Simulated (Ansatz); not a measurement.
# C2H4Sn, SMILES C#[C][SnH3]: a ladder of basis sets

Computed with Ansatz 0.2.0, Python API.

`c2h4sn.xyz`
```text
7

C    -0.89550   -1.98280    0.20050
C    -0.42400   -0.86050    0.08040
Sn    0.45620    1.01990   -0.11920
H    -1.32960   -2.87570    0.27940
H     0.18540    1.64950   -1.72430
H    -0.17280    2.12370    1.09350
H     2.24150    0.85800    0.14410
```

Run as a notebook:

```python
import warnings

import ansatz as az
```

```python
XC = "b3lyp"
```

```python
warnings.simplefilter("ignore", az.DeckWarning)

system = az.Crystal.molecule_from_extxyz("c2h4sn.xyz")
```

```python
base = system.calculation().functional(XC)
```

```python
energies = {}
for basis in ["def2-SVP", "def2-SVPD", "def2-TZVP", "def2-TZVPP"]:
    summary = base.basis(gaussian=basis).run(threads=1, backend="cpu").report
    size = summary["n_frozen"] + summary["n_occupied"][0] + summary["n_virtual"][0]
    energies[basis] = (summary["reference_energy_ev"] / 27.211386246, summary["free_energy_ev"] / 27.211386246)
    print(f"{basis:14s} {size:4d} orbitals  reference {energies[basis][0]:14.6f} Ha  total {energies[basis][1]:14.6f} Ha")
```

    def2-SVP         74 orbitals  reference    -292.816257 Ha  total    -292.816257 Ha
    def2-SVPD       104 orbitals  reference    -292.821508 Ha  total    -292.821508 Ha
    def2-TZVP       136 orbitals  reference    -292.919255 Ha  total    -292.919255 Ha
    def2-TZVPP      168 orbitals  reference    -292.920248 Ha  total    -292.920248 Ha

```python
last = energies["def2-TZVPP"][1]
for basis, (_, total) in energies.items():
    print(f"{basis:14s} lies {27.211386 * (total - last):9.4f} eV above def2-TZVPP")
```

    def2-SVP       lies    2.8297 eV above def2-TZVPP
    def2-SVPD      lies    2.6869 eV above def2-TZVPP
    def2-TZVP      lies    0.0270 eV above def2-TZVPP
    def2-TZVPP     lies    0.0000 eV above def2-TZVPP

Against def2-SVP: def2-SVPD -5.3 mHa, def2-TZVP -103.0 mHa and def2-TZVPP -104.0 mHa. The last step alone is -0.99 mHa (these two sets differ little on atoms other than hydrogen). From the first set to the last the time grows from 1.1 to 2.8 s.

The drop along the ladder measures the basis error, and is no property of the molecule. The geometry is a force-field or estimated start, not a minimum of this method, and the last set is no limit. Much of the fall in a total is atomic energy, which cancels in bond and reaction energies. def2 sets replace the cores of elements past krypton by effective core potentials. b3lyp holds the VWN-RPA fit, as in Gaussian; the form of ORCA and Turbomole is b3lyp5. Wall time of the script: 10 s on 1 thread of Intel(R) Xeon(R) Processor @ 2.30GHz, with other jobs on the host, peak memory 0.39 GiB.
